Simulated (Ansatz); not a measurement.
# H8N4Si: molecular dynamics

Purpose: to follow the molecule's vibrations and see whether its bonds hold. The start is relaxed first. Runs: 500 steps of 0.5 fs under a Nosé-Hoover thermostat at 300 K. SMILES of the start: N[Si](N)(N)N.

Program: Ansatz 0.2.0. Level of theory: RKS revPBE/6-31G. These are calculated values, not measurements.

### Step 1. The starting structure

Bond lengths: Si1–N2 1.820 Å, N2–H3 1.060 Å, N2–H4 1.060 Å, Si1–N5 1.820 Å, N5–H6 1.060 Å, N5–H7 1.060 Å, Si1–N8 1.819 Å, N8–H9 1.060 Å, N8–H10 1.060 Å, Si1–N11 1.819 Å, N11–H12 1.060 Å, N11–H13 1.060 Å. Angles (14 of 18 angles, heavy atoms first): N2–Si1–N5 109.5°, N2–Si1–N8 109.5°, N2–Si1–N11 109.5°, N5–Si1–N8 109.5°, N5–Si1–N11 109.5°, N8–Si1–N11 109.5°, Si1–N2–H3 120.0°, Si1–N2–H4 120.0°, Si1–N5–H6 120.0°, Si1–N5–H7 120.0°, Si1–N8–H9 120.0°, Si1–N8–H10 120.0°, Si1–N11–H12 120.0°, Si1–N11–H13 120.0°.

Coordinates:

```xyz
13

Si    0.0000    0.0000    0.0000
N     0.0000    0.0000    1.8200
H    -0.8770   -0.2713    2.3500
H     0.8770    0.2713    2.3500
N     1.7163    0.0000   -0.6061
H     2.2145   -0.9180   -0.7868
H     2.2175    0.9180   -0.7783
N    -0.8572    1.4851   -0.6061
H    -1.8773    1.4300   -0.8888
H    -0.3367    2.4058   -0.6766
N    -0.8572   -1.4851   -0.6061
H    -1.3922   -2.1014    0.0704
H    -0.8219   -1.7344   -1.6357
```

### Step 2. Preparing the start

File input.yaml:

```yaml
crystal:
  periodic: [false, false, false]
  atoms:
    - { symbol: Si, position_ang: [0.0, 0.0, 0.0] }
    - { symbol: "N", position_ang: [0.0, 0.0, 1.82] }
    - { symbol: H, position_ang: [-0.877, -0.2713, 2.35] }
    - { symbol: H, position_ang: [0.877, 0.2713, 2.35] }
    - { symbol: "N", position_ang: [1.7163, 0.0, -0.6061] }
    - { symbol: H, position_ang: [2.2145, -0.918, -0.7868] }
    - { symbol: H, position_ang: [2.2175, 0.918, -0.7783] }
    - { symbol: "N", position_ang: [-0.8572, 1.4851, -0.6061] }
    - { symbol: H, position_ang: [-1.8773, 1.43, -0.8888] }
    - { symbol: H, position_ang: [-0.3367, 2.4058, -0.6766] }
    - { symbol: "N", position_ang: [-0.8572, -1.4851, -0.6061] }
    - { symbol: H, position_ang: [-1.3922, -2.1014, 0.0704] }
    - { symbol: H, position_ang: [-0.8219, -1.7344, -1.6357] }
basis:
  gaussian: { orbitals: "6-31G" }
hamiltonian:
  xc: revpbe
relax:
  f_tol: 0.02
  max_steps: 40
```

Command:

```
> ansatz run input.yaml --threads 1 --pin off --max-ram 2048MiB --backend cpu --events-out ev --progress --plain --runs-dir out
```

The runs that follow: Dynamics.

What does the calculation give? Wanted: relaxation of the start; temperature, first and last step; temperature, second half; potential energy, second half; largest change of the conserved energy; bonds formed or broken.

**Answer**, as computed:

| quantity | value |
| --- | --- |
| relaxation of the start | 8 moves, 0.856 eV lower |
| length | 500 steps of 0.5 fs |
| temperature, first and last step | 300 and 288 K |
| temperature, second half | mean 267 K, from 98 to 377 K |
| potential energy, second half | +30 meV/atom from the start |
| largest change of the conserved energy | 0.53 meV/atom |
| bonds formed or broken | 0 |

In words: Against a set 300 K the second half averages 267 K with a spread of 57 K. The conserved energy strays from its start by at most 0.53 meV/atom, 1.8 % of the mean kinetic energy, so a step of 0.5 fs is short enough over this time. The bonding pattern survives the run. 250 fs on 13 atoms is far too short and small for converged averages. The nuclei move classically, without zero-point motion, which matters most for hydrogen. In so small a basis the energies are only a sketch.
